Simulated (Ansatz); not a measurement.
# LuBi, space group Fm-3m: a supercell folding check

With Ansatz's Python interface.

The cells in order, each with its output:

**Cell 1**
```python
from dataclasses import dataclass

import ansatz as az
import pandas as pd
```

**Cell 2**
```python
@dataclass
class Settings:
    xc: str = "pbesol"
```

**Cell 3**
```python
settings = Settings()

system = (
    az.Lattice.of((0.0, 3.101967, 3.101967), (3.101967, 0.0, 3.101967), (3.101967, 3.101967, 0.0))
    .atom("Lu", (0.5, 0.5, 0.5))
    .atom("Bi", (0.0, 0.0, 0.0))
)
```

**Cell 4**
```python
# the mesh shrinks as the cell grows, so that all cells sample the same points
mesh = (4, 4, 4)
rows = []
for repeats in [(1, 1, 1), (1, 2, 1), (2, 2, 1)]:
    calc = (
        system.supercell(*repeats).calculation()
        .functional(settings.xc)
        .basis(35 * az.Ry)
        .occupations(az.OccupationsMethod.FERMI_DIRAC)
        .kpoints(*(k // n for k, n in zip(mesh, repeats)))
    )
    summary = calc.run(threads=1, pin="off").report
    n = len(summary["lattice"]["sites"])
    rows.append((repeats, n, summary["free_energy_ev"] / n, summary["fermi_energy_ev"], summary["n_kpoints"], summary["n_symmetry_ops"]))
print(pd.DataFrame(rows, columns=["repeats", "atoms", "F/atom eV", "Fermi level eV", "k-points", "symmetry operations"]).round(4).to_string(index=False))
```
Output:
```text
  repeats  atoms   F/atom eV  Fermi level eV  k-points  symmetry operations
(1, 1, 1)      2 -13427.4686         12.4721         8                   48
(1, 2, 1)      4 -13427.4686         12.4721         8                   24
(2, 2, 1)      8 -13427.4686         12.4721         8                   32
```

What to keep in mind:
- Absolute energies stand on the zero of these potentials, so only differences at equal settings mean something.
- The mesh is modest for a metal, so energies can be off by several to tens of meV an atom and pressures by half a GPa or more; differences at equal mesh fare better.
- Spin-orbit coupling, which matters for elements this heavy, is left out.
- The structure comes from a database of computed cells and needn't be a stable or known phase.
- The count of operations in a supercell holds its pure translations too, and an uneven repeat can lower the point group.
- Hardware and time: 9.6 s on 1 thread of Intel(R) Xeon(R) 6975P-C (Granite Rapids), with other jobs on the host, peak memory 0.72 GiB.

(Lines on the test bed's own set-up are left out of the output.)
